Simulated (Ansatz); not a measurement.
# AlClGeH4O: two geometries relaxed

Aim: relax the geometries before and after the rotation by 180° about the O1–Al2 bond, and see whether they are two minima and how far apart in energy. SMILES of the start: [OH][Al]([Cl])[GeH3].

All numbers below are computed with Ansatz 0.2.0 (RKS PBE/def2-SVP).

### Step 1. The system as given

Bond lengths: O1–Al2 1.823 Å, Al2–Cl3 2.185 Å, Al2–Ge4 2.366 Å, O1–H5 1.026 Å, Ge4–H6 1.602 Å, Ge4–H7 1.545 Å, Ge4–H8 1.555 Å. Angles: O1–Al2–Cl3 118.9°, O1–Al2–Ge4 121.2°, Cl3–Al2–Ge4 119.8°, Al2–O1–H5 103.6°, Al2–Ge4–H6 110.8°, Al2–Ge4–H7 111.9°, Al2–Ge4–H8 110.2°, H6–Ge4–H7 108.2°, H6–Ge4–H8 106.9°, H7–Ge4–H8 108.6°.

As a file:

```xyz
8

O     1.8709    1.3651   -0.6425
Al    0.9734    0.1247    0.3476
Cl    1.9257   -0.6898    2.1379
Ge   -1.1628   -0.6546   -0.3055
H     1.5317    2.2605   -0.2729
H    -2.2292    0.5414   -0.3099
H    -1.1388   -1.2864   -1.7154
H    -1.6787   -1.7180    0.7050
```

### Step 2. End point A

input.yaml

```yaml
crystal:
  periodic: [false, false, false]
  atoms:
    - { symbol: O, position_ang: [1.8709, 1.3651, -0.6425] }
    - { symbol: Al, position_ang: [0.9734, 0.1247, 0.3476] }
    - { symbol: Cl, position_ang: [1.9257, -0.6898, 2.1379] }
    - { symbol: Ge, position_ang: [-1.1628, -0.6546, -0.3055] }
    - { symbol: H, position_ang: [1.5317, 2.2605, -0.2729] }
    - { symbol: H, position_ang: [-2.2292, 0.5414, -0.3099] }
    - { symbol: H, position_ang: [-1.1388, -1.2864, -1.7154] }
    - { symbol: H, position_ang: [-1.6787, -1.718, 0.705] }
basis:
  gaussian: { orbitals: def2-SVP }
hamiltonian:
  xc: pbe
relax:
  f_tol: 0.015
  max_steps: 40
output:
  orbitals: {}
```

The run is started by

```sh
$ ansatz run input.yaml --threads 2 --pin off --max-ram 3072MiB --backend cpu --events-out ev --progress --plain --runs-dir out
```

Standard output, shortened:

```text
Warning: RAYON_NUM_THREADS=2 ignored (pool sized by the plan → 2); use --threads N
[...]
Functional definition: PBE
[...]
1114 factors; their error is unknown
[...]
mean field -77718.42241442 eV, -2856.0993442913 hartree, gradient 5.0e-5 eV, S^2 0.000000; 0 other end points of the search recorded, 0 dependent functions left out
[...]
reference -77718.42245410 eV, -2856.0993457492 hartree; 37, 37 occupied and 65, 65 virtual orbitals, 1114 factors
relax step   1: F+E_penalty+E_count = -77718.42241442 eV  Δ(F+E_penalty+E_count) = +0.000e0 eV  max|allowed force component| = 2.010e0 eV/Å  Δτ_max = 0.0000 Å  (27 SCF iters, accepted)
[...]
relax step   3: F+E_penalty+E_count = -77718.68597261 eV  Δ(F+E_penalty+E_count) = -5.526e-2 eV  max|allowed force component| = 7.973e-1 eV/Å  Δτ_max = 0.1498 Å  (34 SCF iters, accepted)
[...]
relax step   5: F+E_penalty+E_count = -77718.84496524 eV  Δ(F+E_penalty+E_count) = -1.299e-1 eV  max|allowed force component| = 3.792e-1 eV/Å  Δτ_max = 0.2000 Å  (31 SCF iters, accepted)
[...]
relax step   7: F+E_penalty+E_count = -77718.91155717 eV  Δ(F+E_penalty+E_count) = -1.573e-2 eV  max|allowed force component| = 4.726e-2 eV/Å  Δτ_max = 0.1001 Å  (27 SCF iters, accepted)
[...]
relax step   9: F+E_penalty+E_count = -77718.91268033 eV  Δ(F+E_penalty+E_count) = -2.747e-5 eV  max|allowed force component| = 3.817e-2 eV/Å  Δτ_max = 0.0149 Å  (26 SCF iters, accepted)
[...]
relax step  10: F+E_penalty+E_count = -77718.91290316 eV  Δ(F+E_penalty+E_count) = -2.228e-4 eV  max|allowed force component| = 2.670e-3 eV/Å  Δτ_max = 0.0071 Å  (28 SCF iters, accepted)
1114 factors; their error is unknown
[...]
mean field -77718.91290316 eV, -2856.1173694197 hartree, gradient 2.4e-5 eV, S^2 0.000000; 1 other end points of the search recorded, 0 dependent functions left out
[...]
reference -77718.91294200 eV, -2856.1173708473 hartree; 37, 37 occupied and 65, 65 virtual orbitals, 1114 factors
Total energy: -77718.91294200 eV, -2856.1173708473 hartree
Atom 0 at     1.469491     1.603687    -0.481440 Å, force     0.001102    -0.000163     0.001673 eV/Å
Atom 1 at     0.870756     0.262907     0.405035 Å, force     0.002189    -0.001423     0.002157 eV/Å
Atom 2 at     2.004610    -0.475036     2.046060 Å, force    -0.000444     0.001607    -0.002124 eV/Å
Atom 3 at    -1.271189    -0.711605    -0.307237 Å, force    -0.002670     0.000035    -0.001967 eV/Å
Atom 4 at     2.306416     2.052663    -0.278621 Å, force    -0.001654    -0.000327    -0.000698 eV/Å
Atom 5 at    -2.390884     0.364025    -0.342221 Å, force     0.000668     0.000027     0.000581 eV/Å
Atom 6 at    -1.163626    -1.304944    -1.738854 Å, force     0.000653    -0.000520     0.000954 eV/Å
Atom 7 at    -1.733374    -1.848796     0.641576 Å, force     0.000156     0.000765    -0.000576 eV/Å
Dipole moment:     0.093754     0.138056    -0.065327 e Å
```

It took 13 s on 2 threads of Intel Xeon 6975P-C (Granite Rapids), shared host; peak memory 0.17 GiB.

The steps of the relaxation:

| step | energy from step 1 (eV) | largest force component (eV/Å) |
| --- | --- | --- |
| 1 | 0.0000 | 2.0104 |
| 2 | -0.2083 | 1.0902 |
| 3 | -0.2636 | 0.7973 |
| 4 | -0.2927 | 1.4042 |
| 5 | -0.4226 | 0.3792 |
| 6 | -0.4734 | 0.1700 |
| 7 | -0.4891 | 0.0473 |
| 8 | -0.4902 | 0.0413 |
| 9 | -0.4903 | 0.0382 |
| 10 | -0.4905 | 0.0027 |

Step 1 is the start.

After: Bond lengths: O1–Al2 1.715 Å, Al2–Cl3 2.127 Å, Al2–Ge4 2.459 Å, O1–H5 0.971 Å, Ge4–H6 1.553 Å, Ge4–H7 1.553 Å, Ge4–H8 1.551 Å. Angles: O1–Al2–Cl3 118.9°, O1–Al2–Ge4 117.7°, Cl3–Al2–Ge4 123.4°, Al2–O1–H5 123.7°, Al2–Ge4–H6 111.1°, Al2–Ge4–H7 111.0°, Al2–Ge4–H8 111.9°, H6–Ge4–H7 107.1°, H6–Ge4–H8 107.9°, H7–Ge4–H8 107.7°.

### Step 3. End point B

The second end starts from a geometry with the move made by hand.

input.yaml

```yaml
crystal:
  periodic: [false, false, false]
  atoms:
    - { symbol: O, position_ang: [1.8709, 1.3651, -0.6425] }
    - { symbol: Al, position_ang: [0.9734, 0.1247, 0.3476] }
    - { symbol: Cl, position_ang: [-1.02002, -0.4997, -0.29416] }
    - { symbol: Ge, position_ang: [1.9016, -0.76553, 2.33333] }
    - { symbol: H, position_ang: [1.5317, 2.2605, -0.2729] }
    - { symbol: H, position_ang: [3.2546, -1.56544, 2.02157] }
    - { symbol: H, position_ang: [2.21982, 0.33924, 3.36571] }
    - { symbol: H, position_ang: [0.91507, -1.77858, 2.98028] }
basis:
  gaussian: { orbitals: def2-SVP }
hamiltonian:
  xc: pbe
relax:
  f_tol: 0.015
  max_steps: 40
output:
  orbitals: {}
```

The run is started by

```sh
$ ansatz run input.yaml --threads 2 --pin off --max-ram 3072MiB --backend cpu --events-out ev --progress --plain --runs-dir out
```

Standard output, shortened:

```text
Warning: RAYON_NUM_THREADS=2 ignored (pool sized by the plan → 2); use --threads N
[...]
[... 1 set-up line as earlier in the session ...]
[...]
1114 factors; their error is unknown
[...]
mean field -77718.42420574 eV, -2856.0994101210 hartree, gradient 5.8e-5 eV, S^2 0.000000; 0 other end points of the search recorded, 0 dependent functions left out
[...]
reference -77718.42424540 eV, -2856.0994115783 hartree; 37, 37 occupied and 65, 65 virtual orbitals, 1114 factors
relax step   1: F+E_penalty+E_count = -77718.42420574 eV  Δ(F+E_penalty+E_count) = +0.000e0 eV  max|allowed force component| = 1.881e0 eV/Å  Δτ_max = 0.0000 Å  (27 SCF iters, accepted)
[...]
relax step   3: F+E_penalty+E_count = -77718.71230433 eV  Δ(F+E_penalty+E_count) = -7.846e-2 eV  max|allowed force component| = 3.412e-1 eV/Å  Δτ_max = 0.1999 Å  (32 SCF iters, accepted)
[...]
reference -77718.91292869 eV, -2856.1173703582 hartree; 37, 37 occupied and 65, 65 virtual orbitals, 1114 factors
Total energy: -77718.91292869 eV, -2856.1173703582 hartree
Atom 0 at     1.784054     1.568047    -0.240859 Å, force    -0.001362    -0.002436     0.001226 eV/Å
Atom 1 at     0.917055     0.268982     0.468365 Å, force     0.000003     0.004970    -0.003367 eV/Å
Atom 2 at    -0.954513    -0.296565    -0.368235 Å, force     0.000916    -0.000584     0.000417 eV/Å
Atom 3 at     1.926734    -0.844325     2.413894 Å, force     0.000919    -0.001785     0.004657 eV/Å
Atom 4 at     1.470250     2.067914    -1.012041 Å, force    -0.000272     0.000002    -0.000129 eV/Å
Atom 5 at     3.275091    -1.515008     2.033157 Å, force    -0.000023    -0.000339    -0.000404 eV/Å
Atom 6 at     2.227552     0.174850     3.546575 Å, force    -0.000032     0.000146    -0.001532 eV/Å
Atom 7 at     1.000847    -1.943605     2.998076 Å, force    -0.000148     0.000026    -0.000868 eV/Å
Dipole moment:     0.057919     0.136371    -0.100046 e Å
```

It took 12 s on 2 threads of Intel Xeon 6975P-C (Granite Rapids), shared host; peak memory 0.17 GiB.

Relaxation path:

| step | energy from step 1 (eV) | largest force component (eV/Å) |
| --- | --- | --- |
| 1 | 0.0000 | 1.8807 |
| 2 | -0.2096 | 1.2286 |
| 3 | -0.2881 | 0.3412 |
| 4 | -0.3479 | 0.5815 |
| 5 | -0.4349 | 0.2749 |
| 6 | -0.4792 | 0.1979 |
| 7x | -0.4597 | 0.3734 |
| 8 | -0.4880 | 0.0450 |
| 9 | -0.4885 | 0.0348 |
| 10 | -0.4886 | 0.0335 |
| 11 | -0.4887 | 0.0050 |

Step 1 is the start. 1 step was tried and not accepted (7; marked x where the table lists them).

After: Bond lengths: O1–Al2 1.715 Å, Al2–Cl3 2.127 Å, Al2–Ge4 2.458 Å, O1–H5 0.971 Å, Ge4–H6 1.553 Å, Ge4–H7 1.553 Å, Ge4–H8 1.551 Å. Angles: O1–Al2–Cl3 118.9°, O1–Al2–Ge4 117.6°, Cl3–Al2–Ge4 123.5°, Al2–O1–H5 123.7°, Al2–Ge4–H6 111.0°, Al2–Ge4–H7 111.1°, Al2–Ge4–H8 111.9°, H6–Ge4–H7 107.1°, H6–Ge4–H8 107.7°, H7–Ge4–H8 107.8°.

### Step 4. What came out

```
                           quantity                    value
                              end A  9 moves, 0.490 eV lower
                              end B  9 moves, 0.489 eV lower
largest difference between the ends                   0.13 Å
            end B relative to end A                +0.000 eV
```

What this shows: Both starts fell into the same minimum (no atom differs by more than 0.13 Å), so from this start no second minimum was found and no band was run; another arrangement could still be one.
